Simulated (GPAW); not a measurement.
**Ti3Ag in GPAW: the effect of target pressure**

The system is Ti3Ag.

```xyz
4
Lattice="4.0988 0.0000 0.0000 0.0000 4.0988 0.0000 0.0000 0.0000 4.0988" Properties=species:S:1:pos:R:3 pbc="T T T"
Ag    0.0000    0.0000    0.0000
Ti    0.0000    2.0494    2.0494
Ti    2.0494    0.0000    2.0494
Ti    2.0494    2.0494    0.0000
```

The cell comes from a database or a generator and needn't be the stable form of this composition.

Alike in all runs:

* Program: GPAW 26.7.0
* Task: relaxation of cell and atoms
* Functional: PBEsol
* Potentials or basis: PAW data sets generated in the run's folder for this functional
* Cutoff: 600 eV
* Basis: pw
* k mesh: 6 × 6 × 6
* Occupations: fermi-dirac, width 0.05 eV
* Spin: no spin polarisation

Each run relaxes the cell or the atoms first.

```tsv
target pressure	target pressure	relaxed volume (Å³/atom)
0 GPa	-	16.41
2 GPa	2 GPa	?
5 GPa	5 GPa	15.83
10 GPa	10 GPa	15.35
20 GPa	20 GPa	14.53
30 GPa	30 GPa	13.90
```

Q: What does the run with target pressure 2 GPa give?

A: Relaxed volume 16.16 Å³/atom.

Worked out: In Murnaghan's law V^(-B') rises as a straight line in P. The other rows fit best with B' = 3.6, V0 = 16.41 Å³/atom and B0 = 132 GPa, which gives 16.17 Å³/atom at 2 GPa, against the run's 16.16.

Caveats: later steps reuse the first step's grids; the volume moved by over 15 % at a fixed basis, so the end points are rough (some runs).
